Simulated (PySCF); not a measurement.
# Solver options tried on B

Do solver options change the result for B, or only the number of cycles?

Method: each script names its method and basis; program: PySCF 2.14.0.

### 1 The atom

B: 1 atom, charge 0, spin multiplicity 2.

### 2 Base script

input.py

```python
from pyscf import gto, dft

mol = gto.M(
    atom='B 0 0 0',
    basis='pcseg-2',
    charge=0,
    spin=1,
    symmetry=True,
    verbose=4,
)
mf = dft.UKS(mol, xc='camb3lyp')
mf.kernel()
mf.dip_moment()
print('orbital energies (hartree):', [e[max(0, n-3):n+3].round(4) for e, n in zip(mf.mo_energy, mol.nelec)])
```

Started as:

```console
$ python input.py
```

Its log is not repeated here.

In short: E(SCF) = -24.639420 Eh, 7 cycles, ⟨S²⟩ = 0.751.

### 3 DIIS space 2

Variant 1 changes DIIS space: default → 2.

input.py

```python
from pyscf import gto, dft

mol = gto.M(
    atom='B 0 0 0',
    basis='pcseg-2',
    charge=0,
    spin=1,
    symmetry=True,
    verbose=4,
)
mf = dft.UKS(mol, xc='camb3lyp')
mf.diis_space = 2
mf.kernel()
mf.dip_moment()
print('orbital energies (hartree):', [e[max(0, n-3):n+3].round(4) for e, n in zip(mf.mo_energy, mol.nelec)])
```

Started as:

```console
$ python input.py
```

### 4 Point-group symmetry off

Variant 2 changes point-group symmetry: on → off.

input.py: that of step 2 with these lines changed.

```diff
@@ -7,3 +7,2 @@
     spin=1,
-    symmetry=True,
     verbose=4,
```

### 5 Level shift 0.3 hartree

Variant 3 changes level shift: none → 0.3 hartree.

input.py: that of step 2 with these lines changed.

```diff
@@ -11,2 +11,3 @@
 mf = dft.UKS(mol, xc='camb3lyp')
+mf.level_shift = 0.3
 mf.kernel()
```

### 6 Smearing width 0.05 hartree

Variant 4 changes smearing width: none → 0.05 hartree.

input.py: that of step 2 with these lines changed.

```diff
@@ -1,2 +1,2 @@
-from pyscf import gto, dft
+from pyscf import gto, dft, scf
 
@@ -11,2 +11,3 @@
 mf = dft.UKS(mol, xc='camb3lyp')
+mf = scf.addons.smearing_(mf, sigma=0.05, method='fermi')
 mf.kernel()
```

Q: Predict the outcome of this session. Wanted: for each run, E(SCF); from base; gap, α spin.

As calculated:

| run | E(SCF) (hartree) | from base (eV) | cycles | gap, α spin (eV) |
| --- | --- | --- | --- | --- |
| base | -24.639420 | 0 | 7 | 5.41 |
| DIIS space 2 | -24.639420 | 0.0000 | 8 | 5.41 |
| point-group symmetry off | -24.640651 | -0.0335 | 7 | 5.50 |
| level shift 0.3 hartree | -24.639420 | 0.0000 | 13 | 5.41 |
| smearing width 0.05 hartree | -24.544742 | not comparable | 8 | n/a |

Distance from each run's final energy (log10 hartree) by cycle:

| run | cycle 1 | cycle 2 | cycle 3 | cycle 5 | cycle 8 | cycle 12 |
| --- | --- | --- | --- | --- | --- | --- |
| base | -1.9 | -3.0 | -3.8 | -7.8 | done | done |
| DIIS space 2 | -1.9 | -3.0 | -3.8 | -7.5 | < -11 | done |
| point-group symmetry off | -1.9 | -2.9 | -3.8 | -7.6 | done | done |
| level shift 0.3 hartree | -2.2 | -2.7 | -3.2 | -4.5 | -6.7 | -9.6 |
| smearing width 0.05 hartree | -2.3 | -3.5 | -4.6 | -6.8 | -10.4 | done |

In words: The SCF energy stays the same, to the digits that matter, with DIIS space 2 or level shift 0.3 hartree. With point-group symmetry off the SCF ends in another solution, 0.03 eV lower: the path to self-consistency decides the state here. The base needs 7 cycles and the run with level shift 0.3 hartree needs 13.
